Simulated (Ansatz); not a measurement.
# CH6AlClO: the cost of one run

Program: Ansatz 0.2.0. Level of theory: RKS B3LYP-D4/def2-SVP. These are calculated values, not measurements.

## 1. Reference run: CH₆AlClO, relaxed

Input file input.yaml:

```yaml
crystal:
  periodic: [false, false, false]
  atoms:
    - { symbol: Al, position_ang: [-0.321432, -0.038313, 0.253016] }
    - { symbol: H, position_ang: [1.098941, 0.738397, 1.434042] }
    - { symbol: C, position_ang: [0.236968, 0.239465, -1.576961] }
    - { symbol: O, position_ang: [-1.866611, 0.322036, 0.884321] }
    - { symbol: H, position_ang: [1.144531, -0.229758, 1.575746] }
    - { symbol: Cl, position_ang: [0.876484, -1.967468, 1.521394] }
    - { symbol: H, position_ang: [1.339385, 0.18967, -1.674283] }
    - { symbol: H, position_ang: [-0.108485, 1.230548, -1.936544] }
    - { symbol: H, position_ang: [-0.203593, -0.536745, -2.235825] }
    - { symbol: H, position_ang: [-2.196289, 0.052168, 1.755195] }
basis:
  gaussian: { orbitals: def2-SVP }
hamiltonian:
  xc: { name: B3LYP }
  dispersion: d4
output:
  forces: true
relax:
  f_tol: 0.02
  max_steps: 120
  constraints:
    - { distance: [0, 5] }
    - { distance: [1, 4] }
    - { distance: [0, 1] }
    - { distance: [4, 5] }
  escape_saddle: false
```

Command:

```
> ansatz run input.yaml --threads 1 --pin off --max-ram 2560MiB --backend cpu --events-out ev --progress --plain --runs-dir out
```

What time and memory should one allow on 1 thread of Arm Neoverse V2, shared host?

About 25 s, with a peak of 0.19 GiB.
